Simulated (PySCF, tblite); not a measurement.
**C6H8FSi radical: geometry, infrared bands and EPR parameters**

Aim: predict the infrared bands and EPR parameters of C6H8FSi radical (`CC#C[SiH]1C[C](F)C1`).

The runs use tblite 0.8.0 and PySCF 2.14.0, with density-fitted response routines of our own; the level of theory stands in each step. All values are computed, except where a source is named. Atoms count from 0, in the outputs and in this text.

## Step 1: Starting geometry

16 atoms, charge 0, multiplicity 2; geometry from: force field or distance geometry start.

Bonds of the start (Å): C0–C1 1.48, C1–C2 1.18, C2–Si3 1.87, Si3–C4 1.88, C4–C5 1.48, C5–F6 1.34, C5–C7 1.50, C7–Si3 1.87, C0–H8 1.09, C0–H9 1.09, C0–H10 1.09, Si3–H11 1.48, C4–H12 1.09, C4–H13 1.09, C7–H14 1.10, C7–H15 1.10.

## Step 2: Geometry optimisation with GFN2-xTB

The job: settings as JSON, then the geometry in Å.

```
{"job": {"kind": "relax", "xc": "GFN2-xTB", "basis": "xTB"}, "charge": 0, "multiplicity": 2}
C      3.671300    -0.450000    -0.012700
C      2.232000    -0.244000    -0.286300
C      1.076000    -0.089100    -0.490600
Si    -0.738500     0.172500    -0.834200
C     -1.915300    -1.098500    -0.100200
C     -2.748300     0.019300     0.410200
F     -3.642500    -0.154900     1.393700
C     -1.710200     1.096100     0.473000
H      4.245300    -0.406600    -0.938900
H      3.835600    -1.422900     0.457400
H      4.041200     0.323500     0.661000
H     -1.062800     0.559000    -2.221700
H     -2.442300    -1.715400    -0.829300
H     -1.503400    -1.730000     0.683700
H     -2.098400     2.076300     0.159500
H     -1.247600     1.177600     1.464100
```

Command:

```sh
$ OMP_NUM_THREADS=1 python probes_run.py task.json out
```

The driver reads the jobs from task.json and runs them one after another.

**Question.** This job is followed by: GFN2-xTB harmonic vibrations, gas phase; UKS B3LYP, pcH-1 on C F H Si, non-relativistic, mean-field spin-orbit, GIAO. Predict these results of the whole session: strongest single infrared mode (GFN2-xTB); zero-point energy (GFN2-xTB); g(iso) (B3LYP); ⟨S²⟩; largest a(iso) (averaged by class); potential on the surface of density 0.002 e/bohr³, 1st and 99th percentile.

**Answer**, as computed:

| quantity | value |
| --- | --- |
| strongest single infrared mode (GFN2-xTB) | 2258 cm⁻¹, 374 km/mol |
| zero-point energy (GFN2-xTB) | 71.7 kcal/mol |
| g(iso) (B3LYP) | 2.00330 |
| ⟨S²⟩ | 0.753 (exact 0.75) |
| largest a(iso) (averaged by class) | 13C on C5, 226.6 MHz |
| potential on the surface of density 0.002 e/bohr³, 1st and 99th percentile | -1.11 V and 1.08 V |

**Reading.** Relaxing lowered the energy by 0.310 eV in 80 steps; the close pair that moved most is Si3–C7, from 1.872 to 1.926 Å. The lowest mode is imaginary (27i cm⁻¹), so the xTB geometry is not a minimum: the zero-point energy counts the real modes alone, and all values at this geometry belong to a saddle point. The strongest single mode, at 2258 cm⁻¹, moves mainly H11. GFN2-xTB is a fitted tight-binding method: band positions and strengths are rough. Its intensities can rank the bands wrongly. C5 carries the largest spin population, 0.86 e. The isotropic g lies 1.0 ppt above the free-electron value. The conformer search found further structures of the same energy, which may be mirror or relabelled copies of this one.
